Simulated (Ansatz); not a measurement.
# ZnSi2N: the cost of one run

Computed with Ansatz 0.2.0 (DFT PBE, scalar-relativistic, plane waves, PAW, unless a step's input says otherwise).

### Step 1. The starting structure

The structure is tetragonal, space group P4/mmm (No. 123). Conventional cell: a = 3.477 Å, b = 3.477 Å, c = 4.744 Å, α = 90.00°, β = 90.00°, γ = 90.00°. Zn (site symmetry 4/mmm) is surrounded by 6 Si at 2.37 to 2.46 Å. Si (site symmetry 4/mmm) is surrounded by 2 Zn at 2.37 Å. Si (site symmetry 4/mmm) is surrounded by 2 N at 2.37 Å and 4 Zn at 2.46 Å. N (site symmetry 4/mmm) has 6 Si at 2.37 to 2.46 Å as nearest neighbours.

Coordinates:

```cif
data_structure
_symmetry_space_group_name_H-M 'P4/mmm'
_symmetry_Int_Tables_number 123
_cell_length_a 3.4766
_cell_length_b 3.4766
_cell_length_c 4.7443
_cell_angle_alpha 90.000
_cell_angle_beta 90.000
_cell_angle_gamma 90.000
_cell_volume 57.34
loop_
_atom_site_label
_atom_site_type_symbol
_atom_site_symmetry_multiplicity
_atom_site_Wyckoff_symbol
_atom_site_fract_x
_atom_site_fract_y
_atom_site_fract_z
_atom_site_occupancy
Zn1 Zn 1 a 0.00000 0.00000 0.00000 1
Si1 Si 1 b 0.00000 0.00000 0.50000 1
Si2 Si 1 c 0.50000 0.50000 0.00000 1
N1 N 1 d 0.50000 0.50000 0.50000 1
```

Recipe of the guess: species swapped into a database cell of LiSmSe2 (P4/mmm, No. 123), with Zn on the Li sites, N on the Sm sites and Si on the Se sites. The dimensions are guesses.

### Step 2. Probe: one point on a coarse mesh

The input, input.yaml:

```yaml
crystal:
  lattice:
    - [3.47664901, 0.0, 0.0]
    - [0.0, 3.47664901, 0.0]
    - [0.0, 0.0, 4.74428659]
  atoms:
    - { symbol: Zn, position: [0.0, 0.0, 0.0] }
    - { symbol: Si, position: [0.0, 0.0, 0.5] }
    - { symbol: Si, position: [0.5, 0.5, 0.0] }
    - { symbol: "N", position: [0.5, 0.5, 0.5] }
basis:
  ecutwfc: 420
kpoints:
  mp_grid: { grid: [6, 6, 4] }
hamiltonian:
  xc: pbe
scf:
  occupations: { method: gaussian, width: 0.1 }
  lower_state_search: "off"
output:
  forces: true
  stress: true
  eigenvalues: true
```

Started as:

```bash
$ ansatz run input.yaml --threads 1 --pin off --max-ram 2560MiB --backend cpu --events-out ev --progress --plain --runs-dir out
```

**Question.** How long does this run take on 1 thread of Intel Xeon at 2.70GHz, shared host, and how much memory does it need?

About 2.3 s, with a peak of 0.35 GiB.
